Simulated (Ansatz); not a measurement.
# CuSi16: the cost of one run

Method: DFT PBE+D3(BJ), plane waves, PAW, scalar-relativistic, no spin polarisation, in Ansatz 0.2.0.

## Step 1: The starting structure

The cell holds 17 atoms (CuSi16): a = 7.679 Å, b = 7.679 Å, c = 7.679 Å, α = 60.00°, β = 60.00°, γ = 60.00°.

Coordinates:

```
CELL_PARAMETERS angstrom
0.00000 5.43000 5.43000
5.43000 0.00000 5.43000
5.43000 5.43000 0.00000
ATOMIC_POSITIONS crystal
Si 0.00000 0.00000 0.00000
Si 0.12500 0.12500 0.12500
Si 0.00000 0.00000 0.50000
Si 0.12500 0.12500 0.62500
Si 0.00000 0.50000 0.00000
Si 0.12500 0.62500 0.12500
Si 0.00000 0.50000 0.50000
Si 0.12500 0.62500 0.62500
Si 0.50000 0.00000 0.00000
Si 0.62500 0.12500 0.12500
Si 0.50000 0.00000 0.50000
Si 0.62500 0.12500 0.62500
Si 0.50000 0.50000 0.00000
Si 0.62500 0.62500 0.12500
Si 0.50000 0.50000 0.50000
Si 0.62500 0.62500 0.62500
Cu 0.24850 0.75377 0.24003
```

## Step 2: Relaxing end A

input.yaml

```yaml
crystal:
  lattice:
    - [0.0, 5.43, 5.43]
    - [5.43, 0.0, 5.43]
    - [5.43, 5.43, 0.0]
  atoms:
    - { symbol: Si, position: [0.0, 0.0, 0.0] }
    - { symbol: Si, position: [0.125, 0.125, 0.125] }
    - { symbol: Si, position: [0.0, 0.0, 0.5] }
    - { symbol: Si, position: [0.125, 0.125, 0.625] }
    - { symbol: Si, position: [0.0, 0.5, 0.0] }
    - { symbol: Si, position: [0.125, 0.625, 0.125] }
    - { symbol: Si, position: [0.0, 0.5, 0.5] }
    - { symbol: Si, position: [0.125, 0.625, 0.625] }
    - { symbol: Si, position: [0.5, 0.0, 0.0] }
    - { symbol: Si, position: [0.625, 0.125, 0.125] }
    - { symbol: Si, position: [0.5, 0.0, 0.5] }
    - { symbol: Si, position: [0.625, 0.125, 0.625] }
    - { symbol: Si, position: [0.5, 0.5, 0.0] }
    - { symbol: Si, position: [0.625, 0.625, 0.125] }
    - { symbol: Si, position: [0.5, 0.5, 0.5] }
    - { symbol: Si, position: [0.625, 0.625, 0.625] }
    - { symbol: Cu, position: [0.2484982, 0.7537725, 0.2400334] }
total_charge: 1
basis:
  ecutwfc: 420.0
kpoints:
  mp_grid: { grid: [2, 2, 2] }
hamiltonian:
  xc: pbe
  dispersion: d3bj
  pseudopotentials: { kind: paw, azcp: { folder: soft_1 } }
scf:
  occupations: { method: fermi_dirac, width: 0.02 }
  lower_state_search: "off"
relax:
  f_tol: 0.03
  max_steps: 60
  adjacent_minimum: "off"
```

Launch:

```sh
> ansatz run input.yaml --threads 1 --pin off --max-ram 3072MiB --backend cpu --events-out ev --progress --plain --runs-dir out
```

**Question.** How long does this run take on 1 thread of Arm Neoverse V1, shared host, and how much memory does it need?

About 1.9 min, with a peak of 0.56 GiB.
